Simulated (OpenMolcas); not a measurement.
**Tc⁵⁺ among point charges: CASSCF and CASPT2 levels and susceptibility**

Aim: the splitting of the states of Tc⁵⁺ in the field of 5 point charges, its lowest levels with spin-orbit coupling and its magnetic susceptibility.

Program: OpenMolcas 26.06. Level of theory: state-averaged CASSCF and CASPT2, spin-orbit coupling by RASSI with atomic mean-field integrals. These are calculated values, not measurements, unless marked.

### Step 1. What is computed

* Species: Tc⁵⁺ (technetium, Z = 43, 38 electrons)
* Basis: ANO-RCC-VDZP [6s5p3d1f], 43 functions
* Scalar Hamiltonian: DKH2, point nucleus
* Inactive shells: 1s 2s 2p 3s 3p 3d 4s 4p
* Active space: 2 electrons in 5 orbitals (4d)
* Some configurations of this space: 4d2
* Orbitals: optimised for each spin and parity, averaged over all roots

The outer shells:

4d2
```
4d [↑ ][↑ ][  ][  ][  ]
```

The ion sits among 5 point charges of -1 e arranged as a square pyramid (C4v), 1.95 Å from the ion, with the axial distance 1.872 Å.

Each step is its own input file, run in one work folder so that later steps find the files of earlier ones. Labels, J, g values, rates, χT and fits are worked out afterwards by a script from the matrices that RASSI stores.

### Step 2. One- and two-electron integrals

The input, a.inp:

```
&GATEWAY
Coord
1

Tc 0.0 0.0 0.0
Basis=ANO-RCC-VDZP
Group=NoSym
NoMove
AngMom=0.0 0.0 0.0
AMFI
XField
5 Angstrom 0
1.950000 0.000000 0.000000 -1.000000
0.000000 1.950000 0.000000 -1.000000
-1.950000 0.000000 0.000000 -1.000000
0.000000 -1.950000 0.000000 -1.000000
0.000000 0.000000 1.872000 -1.000000
&SEWARD
```

Launch:

```bash
OMP_NUM_THREADS=1 MOLCAS_MEM=1689 MOLCAS_PROJECT=a pymolcas a.inp > a.log
```

### Step 3. CASSCF: triplets, 10 roots

The input, a.inp:

```
&RASSCF
FileOrb=start.orb
Symmetry=1
Spin=3
nActEl=2 0 0
Inactive=18
Ras2=5
CIRoot=10 10 1
SDav=10
CIMx=300
Iter=120 100
PrWF=0.3
OrbListing=Nothing
MaxOrb=0
>>> COPY $Project.JobIph JOB001
```

start.orb holds the contracted functions of the basis, ordered by shell, or the orbitals of the step before.

### Step 4. CASSCF: singlets, 15 roots

The input, a.inp:

```
&RASSCF
FileOrb=start.orb
Symmetry=1
Spin=1
nActEl=2 0 0
Inactive=18
Ras2=5
CIRoot=15 15 1
SDav=15
CIMx=300
Iter=120 100
PrWF=0.3
OrbListing=Nothing
MaxOrb=0
>>> COPY $Project.JobIph JOB002
```

### Step 5. State interaction with spin-orbit coupling

The input, a.inp:

```
&RASSI
NrOfJobIphs=2 10 15
1 2 3 4 5 6 7 8 9 10
1 2 3 4 5 6 7 8 9 10 11 12 13 14 15
IphNames
JOB001
JOB002
EJob
SpinOrbit
DIPRint=1.0
SOCoupling=1000.0
Subsets=2
Property=9
'ANGMOM' 1 'ANGMOM' 2 'ANGMOM' 3 'MLTPL  1' 1 'MLTPL  1' 2 'MLTPL  1' 3
'AMFI' 1 'AMFI' 2 'AMFI' 3
SOProperty=3
'ANGMOM' 1 'ANGMOM' 2 'ANGMOM' 3
```

### Step 6. CASPT2: IPEA 0.25, imaginary shift 0.1 (closed shells correlated: 4s 4p)

The input, a.inp:

```
>>> COPY JOB001 $Project.JobIph
&CASPT2
Multistate=10 1 2 3 4 5 6 7 8 9 10
NoMult
Frozen=14
IPEA=0.25
Imaginary=0.1
MaxIter=60
WThr=0.0 0.3 0.05
PrWF=0.5
NoMix
>>> COPY JOB002 $Project.JobIph
&CASPT2
Multistate=15 1 2 3 4 5 6 7 8 9 10 11 12 13 14 15
NoMult
Frozen=14
IPEA=0.25
Imaginary=0.1
MaxIter=60
WThr=0.0 0.3 0.05
PrWF=0.5
NoMix
```

(Steps that only read results are left out.)

Q: Predict the outcome of this session. Wanted: spin-free ground state; first state of the same spin within the active space; lowest level; next level.

As calculated:

| quantity | value |
| --- | --- |
| method | SS-CASPT2, IPEA 0.25, imaginary shift 0.1 (closed shells correlated: 4s 4p) |
| spin-free ground state | triplet, 1-fold in its orbital part |
| first state of the same spin within the active space | triplet at 1590 cm⁻¹ |
| lowest level | 1-fold |
| next level | 555.7 cm⁻¹ |
| χT at 300 K | 0.13 cm³ K/mol |
| effective moment at 300 K | 1.03 μB |

Cost by method:

```csv
method,time of its own steps,time with the reference
A. CASSCF,5.1 s,5.1 s
"B. SS-CASPT2, IPEA 0.25, imaginary shift 0.1, +4s 4p",2.4 s,7.5 s
```

Times are of one thread on a shared host.

**Reading.** The spin-free ground state (triplet) comes to 96 % from free-ion F terms and keeps the highest spin of the shell. χT at 300 K is 0.13, against 1.00 cm³ K/mol for the spin alone, so spin-orbit coupling lowers it. The field of point charges can differ much from that of real complexes. Point charges carry no covalency, so the field is a model and not that of real ligands.
